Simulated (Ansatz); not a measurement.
**BGeH5S: ladder of basis sets in Python**

How does the energy of BGeH5S converge with the basis? The task is a ladder of basis sets, for BGeH5S. SMILES: B[S][GeH3].

Computed with Ansatz 0.2.0, driven from Python. The levels of theory stand in the script.

## (1) The structure

Bond lengths: B1–S2 1.819 Å, S2–Ge3 2.210 Å, B1–H4 1.138 Å, B1–H5 1.209 Å, Ge3–H6 1.565 Å, Ge3–H7 1.604 Å, Ge3–H8 1.486 Å. Angles: B1–S2–Ge3 90.6°, S2–B1–H4 121.3°, S2–B1–H5 121.9°, H4–B1–H5 116.7°, S2–Ge3–H6 109.5°, S2–Ge3–H7 108.5°, S2–Ge3–H8 110.9°, H6–Ge3–H7 107.5°, H6–Ge3–H8 111.3°, H7–Ge3–H8 109.2°.

The script holds or builds the structure itself.

## (2) Script

The input, basis_bgeh5s.py:

```python
# -*- coding: utf-8 -*-
'''How the energy of BGeH5S converges with the basis.'''

import ansatz as az

GEOMETRY = '''
B    -0.82320    0.93790   -1.05940
S     0.85300    0.25630   -1.24270
Ge    0.68610   -0.74810    0.71840
H    -1.73250    0.38760   -1.46650
H    -1.02040    2.02960   -0.57760
H     0.50010    0.32620    1.84090
H     2.06090   -1.51940    1.01310
H    -0.43170   -1.72710    0.71790
'''

molecule = az.Crystal.molecule()
for line in GEOMETRY.strip().splitlines():
    symbol, *xyz = line.split()
    molecule = molecule.atom(symbol, [float(v) for v in xyz])

calculation = (
    molecule.calculation()
    .functional('pbe0', dispersion='d3bj')
)

energies = {}
for basis in ['def2-SVP', 'def2-SVPD', 'def2-TZVP', 'def2-TZVPP']:
    r = calculation.basis(gaussian=basis).run().report
    size = r['n_frozen'] + r['n_occupied'][0] + r['n_virtual'][0]
    energies[basis] = (r['reference_energy_ev'] / 27.211386246, r['free_energy_ev'] / 27.211386246)
    print(f'{basis:14s} {size:4d} orbitals  reference {energies[basis][0]:14.6f} Ha  total {energies[basis][1]:14.6f} Ha')

last = energies['def2-TZVPP'][1]
for basis, (_, total) in energies.items():
    print(f'{basis:14s} lies {27.211386 * (total - last):9.4f} eV above def2-TZVPP')
```

## (3) The run

Command:

```console
$ python basis_bgeh5s.py
```

The program printed:

```text
def2-SVP         89 orbitals  reference   -2502.191540 Ha  total   -2502.197083 Ha
def2-SVPD       125 orbitals  reference   -2502.198898 Ha  total   -2502.204441 Ha
def2-TZVP       146 orbitals  reference   -2502.620980 Ha  total   -2502.626523 Ha
def2-TZVPP      191 orbitals  reference   -2502.622092 Ha  total   -2502.627635 Ha
def2-SVP       lies   11.7159 eV above def2-TZVPP
def2-SVPD      lies   11.5157 eV above def2-TZVPP
def2-TZVP      lies    0.0303 eV above def2-TZVPP
def2-TZVPP     lies    0.0000 eV above def2-TZVPP
```

Run time: 19 s. Hardware: 1 thread of Arm Neoverse V1, shared host; peak memory 0.39 GiB.

## (4) What each run gave

The 4 runs, in the order started:

```
run       basis  energy (eV)  SCF cycles  CPU time (s)
  1    def2-SVP  -68088.2513          16           3.1
  2   def2-SVPD  -68088.4515          14           4.3
  3   def2-TZVP  -68099.9369          14           5.1
  4  def2-TZVPP  -68099.9672          14           6.1
```

## (5) What came out

```
                           quantity                       value
                      runs compared                           4
change of the total from set to set  -0.200, -11.485, -0.030 eV
```

What this shows: Against def2-SVP: def2-SVPD -7.4 mHa, def2-TZVP -429.4 mHa and def2-TZVPP -430.6 mHa. The last step alone is -1.11 mHa (these two sets differ little on atoms other than hydrogen). From the first set to the last the time grows from 3.1 to 6.1 s. The drop along the ladder measures the basis error, and is no property of the molecule. The geometry is a force-field or estimated start, not a minimum of this method, and the last set is no limit. Much of the fall in a total is atomic energy, which cancels in bond and reaction energies. Total less reference energy is the dispersion correction.
